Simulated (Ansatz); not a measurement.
# C₉H₈O₂S: one species, many methods

An exercise on one series of results from a longer session: the logs are not shown, and one member is left open.

Program: Ansatz 0.2.0, Gaussian basis. Level of theory: functionals in def2-TZVPP, the program's frozen cores in correlated methods. These are calculated values, not measurements.

Levels to be run: LDA (SPW92), PBE-D4, revPBE-D4, BLYP-D4, r2SCAN-D4, B97M-V, PBE0-D4, B3LYP-D4, r2SCANh-D4, r2SCAN0-D4, HSE06-D4, BHLYP-D4, CAM-B3LYP-D4, LC-ωPBE, ωB97X-V, ωB97M-V, B2PLYP, PBE-QIDH; CCSD(T)/def2-SVP; CCSD(T)/def2-TZVPP; MP2/def2-QZVPP; extrapolation to the limit; RPA on PBE.

## Structure used throughout

All runs share one geometry, relaxed beforehand with PBE0-D4 in a triple-zeta def2 set.

SMILES `C#CCS(=O)(=O)c1ccccc1`, 20 atoms, charge 0, spin multiplicity 1.

Atoms are counted from 1 here; the program's logs count them from 0.

Bond lengths: C1–C2 1.199 Å, C1–H13 1.064 Å, C2–C3 1.441 Å, C3–S4 1.808 Å, C3–H14 1.092 Å, C3–H15 1.095 Å, S4–O5 1.434 Å, S4–O6 1.437 Å, S4–C7 1.762 Å, C7–C8 1.387 Å, C7–C12 1.387 Å, C8–C9 1.385 Å, C8–H16 1.083 Å, C9–C10 1.388 Å, C9–H17 1.083 Å, C10–C11 1.388 Å, C10–H18 1.084 Å, C11–C12 1.385 Å and more. Angles: C2–C1–H13 179.7°, C1–C2–C3 179.2°, C2–C3–S4 113.8°, C2–C3–H14 112.3°, C2–C3–H15 112.1°, S4–C3–H14 106.4°, S4–C3–H15 103.2°, H14–C3–H15 108.5°, C3–S4–O5 107.9°, C3–S4–O6 105.3°, C3–S4–C7 103.8°, O5–S4–O6 121.1°, O5–S4–C7 108.7°, O6–S4–C7 108.8°, S4–C7–C8 119.1°, S4–C7–C12 119.2°, C8–C7–C12 121.7°, C7–C8–C9 118.9° and more.

Set-up of the first run:

in.yaml reads:

```yaml
crystal:
  periodic: [false, false, false]
  atoms:
    - {symbol: C, position_ang: [2.737445, -0.934806, -1.494118]}
    - {symbol: C, position_ang: [1.601258, -0.882330, -1.872946]}
    - {symbol: C, position_ang: [0.230248, -0.812861, -2.309565]}
    - {symbol: S, position_ang: [-0.660488, 0.631253, -1.685497]}
    - {symbol: O, position_ang: [0.078027, 1.800945, -2.062604]}
    - {symbol: O, position_ang: [-2.021981, 0.446572, -2.104827]}
    - {symbol: C, position_ang: [-0.577480, 0.451515, 0.065012]}
    - {symbol: C, position_ang: [-1.559005, -0.282112, 0.715733]}
    - {symbol: C, position_ang: [-1.483424, -0.430739, 2.090621]}
    - {symbol: C, position_ang: [-0.437581, 0.150591, 2.794332]}
    - {symbol: C, position_ang: [0.533576, 0.888043, 2.131712]}
    - {symbol: C, position_ang: [0.469187, 1.043361, 0.756819]}
    - {symbol: H, position_ang: [3.748227, -0.980566, -1.163756]}
    - {symbol: H, position_ang: [-0.346703, -1.687937, -2.002291]}
    - {symbol: H, position_ang: [0.148386, -0.706142, -3.395908]}
    - {symbol: H, position_ang: [-2.377335, -0.706296, 0.146818]}
    - {symbol: H, position_ang: [-2.246193, -0.993844, 2.615048]}
    - {symbol: H, position_ang: [-0.383659, 0.034276, 3.870711]}
    - {symbol: H, position_ang: [1.341707, 1.347438, 2.688299]}
    - {symbol: H, position_ang: [1.205797, 1.623656, 0.216387]}
basis:
  gaussian: {orbitals: def2-TZVPP}
hamiltonian: {xc: lda}
output: {orbitals: {seedname: orbitals}}
```

Command:

```
ansatz run in.yaml --threads 4 --pin off --events-out ev --progress --plain --max-ram 41984MiB --backend cuda --devices 0, --max-vram 37GiB
```

Among the steps run: LDA; PBE-D4 (GGA); revPBE-D4 (GGA); BLYP-D4 (GGA); r2SCAN-D4 (meta-GGA); B97M-V (meta-GGA); B3LYP-D4 (hybrid); r2SCANh-D4 (hybrid); r2SCAN0-D4 (hybrid); HSE06-D4 (hybrid); BHLYP-D4 (hybrid); CAM-B3LYP-D4 (range-separated); LC-ωPBE (range-separated); ωB97X-V (range-separated); ωB97M-V (range-separated); B2PLYP (double hybrid); PBE-QIDH (double hybrid).

One of the session's tables, all rows but one given; the rest of the session is left out.

It belongs to the step «Orbital energies across the functionals». 

```
  functional  HOMO (eV)  LUMO (eV)  gap (eV)
 LDA (SPW92)      -6.86      -2.51      4.36
      PBE-D4      -6.65      -2.25      4.40
   revPBE-D4      -6.57      -2.15      4.42
     BLYP-D4      -6.52      -2.08      4.44
   r2SCAN-D4      -6.90      -2.11      4.79
      B97M-V      -6.93      -2.02      4.91
     PBE0-D4          ?          ?         ?
    B3LYP-D4      -7.65      -1.57      6.08
  r2SCANh-D4      -7.37      -1.80      5.57
  r2SCAN0-D4      -8.02      -1.33      6.69
    HSE06-D4      -7.48      -1.77      5.70
    BHLYP-D4      -8.73      -0.40      8.33
CAM-B3LYP-D4      -9.13      -0.33      8.80
     LC-ωPBE     -10.45       0.66     11.11
     ωB97X-V     -10.08       0.66     10.74
     ωB97M-V     -10.00       0.59     10.59
```

**Question.** Estimate the row for PBE0-D4.

The run gave: HOMO (eV): -7.87; LUMO (eV): -1.40; gap (eV): 6.47. In the column «HOMO (eV)» it lies between r2SCAN0-D4 (-8.02) and B3LYP-D4 (-7.65).
